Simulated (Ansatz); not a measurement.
The system is NiMoIrPdW.

```xyz
5
Lattice="4.1170 0.0000 0.0000 -2.0585 3.5655 0.0000 0.0000 0.0000 5.4458" Properties=species:S:1:pos:R:3 pbc="T T T"
Ni    0.0000    0.0000    5.2157
Mo    2.0585    1.1885    5.2367
Pd    2.0585    1.1885    2.5211
Ir    0.0000    2.3770    3.9521
W     0.0000    2.3770    1.2875
```

The cell was built by a generator and needn't be a form met in nature.

Base run:

```yaml
Program: Ansatz 0.2.0
Functional: revPBE
Potentials_or_basis: all-electron LAPW, scalar-relativistic
Cutoff: 315 eV
Density_cutoff: 1259 eV
Basis_error_allowed: 0.002 eV/atom
k_mesh: 6 × 6 × 4
Occupations: fermi-dirac, width 0.05 eV
Spin: collinear spin, ferromagnetic start
Starting_moments: "[1.0, 1.0, 0.0, 0.6, 0.0] μB"
```

Its results: pressure 2.7 GPa; net moment 0.00 μB per cell; largest force 0.188 eV/Å.

Problem. The run is repeated on the same cell with these changes: functional from revPBE to BLYP. What comes out?

Solution. Pressure 9.7 GPa; net moment 0.00 μB per cell; largest force 0.292 eV/Å.

Caveats: the k mesh is thin for a metal, which can move the energy by tens of meV per atom.

Not every run made on this cell is shown here.
